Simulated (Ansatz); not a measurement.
**CH₆Al₂O: up Jacob's ladder to CCSD(T)**

One table from this session's results is given with a row withheld; the runs are named, their logs left out.

Computed with Ansatz 0.2.0, Gaussian basis. Level: functionals in def2-TZVPP, the program's frozen cores in correlated methods.

Levels to be run: LDA (SPW92), PBE-D4, revPBE-D4, BLYP-D4, r2SCAN-D4, B97M-V, PBE0-D4, B3LYP-D4, r2SCANh-D4, r2SCAN0-D4, HSE06-D4, BHLYP-D4, CAM-B3LYP-D4, LC-ωPBE, ωB97X-V, ωB97M-V, B2PLYP, PBE-QIDH; CCSD(T)/def2-SVP; CCSD(T)/def2-TZVPP; MP2/def2-QZVPP; extrapolation to the limit; RPA on PBE.

## The geometry

An earlier PBE0-D4 in a triple-zeta def2 set relaxation fixed the geometry.

10 atoms, charge 0, spin multiplicity 1.

Atoms are counted from 1 here; the program's logs count them from 0.

Bond lengths: O1–C2 1.519 Å, O1–Al4 1.925 Å, O1–H5 0.963 Å, C2–Al3 1.907 Å, C2–Al4 1.983 Å, C2–H6 1.087 Å, Al3–H7 1.592 Å, Al3–H8 1.583 Å, Al4–H9 1.579 Å, Al4–H10 1.590 Å. Angles: C2–O1–Al4 69.1°, C2–O1–H5 109.9°, Al4–O1–H5 119.3°, O1–C2–Al3 119.1°, O1–C2–Al4 65.1°, O1–C2–H6 106.6°, Al3–C2–Al4 110.4°, Al3–C2–H6 126.2°, Al4–C2–H6 113.7°, C2–Al3–H7 115.9°, C2–Al3–H8 119.9°, H7–Al3–H8 124.1°, O1–Al4–C2 45.7°, O1–Al4–H9 112.5°, O1–Al4–H10 108.5°, C2–Al4–H9 121.1°, C2–Al4–H10 114.4°, H9–Al4–H10 124.3°.

The first run:

in.yaml

```yaml
crystal:
  periodic: [false, false, false]
  atoms:
    - {symbol: O, position_ang: [-0.855280, 0.826362, -0.878470]}
    - {symbol: C, position_ang: [-0.759143, -0.108731, 0.315139]}
    - {symbol: Al, position_ang: [0.188682, -1.753340, 0.130031]}
    - {symbol: Al, position_ang: [0.504275, 1.418861, 0.348998]}
    - {symbol: H, position_ang: [-0.594958, 0.361374, -1.680821]}
    - {symbol: H, position_ang: [-1.655496, 0.052516, 0.907935]}
    - {symbol: H, position_ang: [0.851770, -2.017118, -1.293090]}
    - {symbol: H, position_ang: [0.349518, -2.715274, 1.376531]}
    - {symbol: H, position_ang: [0.124869, 2.776019, 1.062183]}
    - {symbol: H, position_ang: [1.928865, 1.108131, -0.285536]}
basis:
  gaussian: {orbitals: def2-TZVPP}
hamiltonian: {xc: lda}
output: {orbitals: {seedname: orbitals}}
```

Launch:

```bash
$ ansatz run in.yaml --threads 2 --pin off --events-out ev --progress --plain --max-ram 4352MiB
```

Steps of the session up to this table: LDA; PBE-D4 (GGA); revPBE-D4 (GGA); BLYP-D4 (GGA); r2SCAN-D4 (meta-GGA); B97M-V (meta-GGA); PBE0-D4 (hybrid); B3LYP-D4 (hybrid); r2SCANh-D4 (hybrid); r2SCAN0-D4 (hybrid); HSE06-D4 (hybrid); BHLYP-D4 (hybrid); CAM-B3LYP-D4 (range-separated); LC-ωPBE (range-separated); ωB97X-V (range-separated); ωB97M-V (range-separated); B2PLYP (double hybrid); PBE-QIDH (double hybrid).

One of the session's tables, all rows but one given; the rest of the session is left out.

It belongs to the step «Orbital energies across the functionals». 

| functional | HOMO (eV) | gap (eV) |
| --- | --- | --- |
| LDA (SPW92) | -6.08 | 3.85 |
| PBE-D4 | -5.92 | 3.93 |
| revPBE-D4 | -5.86 | 3.98 |
| BLYP-D4 | -5.77 | 3.90 |
| r2SCAN-D4 | -6.12 | 4.45 |
| B97M-V | -6.25 | 4.35 |
| PBE0-D4 | -7.05 | 5.81 |
| B3LYP-D4 | -6.84 | 5.40 |
| r2SCANh-D4 | -6.55 | 5.13 |
| r2SCAN0-D4 | -7.19 | 6.14 |
| HSE06-D4 | -6.65 | 5.05 |
| BHLYP-D4 | -8.09 | 7.62 |
| CAM-B3LYP-D4 | -8.37 | 8.05 |
| LC-ωPBE | -9.73 | 10.47 |
| ωB97X-V | -9.37 | 10.00 |
| ωB97M-V | ? | ? |

**Question.** Estimate the row for ωB97M-V.

As computed: HOMO (eV): -9.23; gap (eV): 9.59. In the column «HOMO (eV)» it lies between ωB97X-V (-9.37) and CAM-B3LYP-D4 (-8.37).
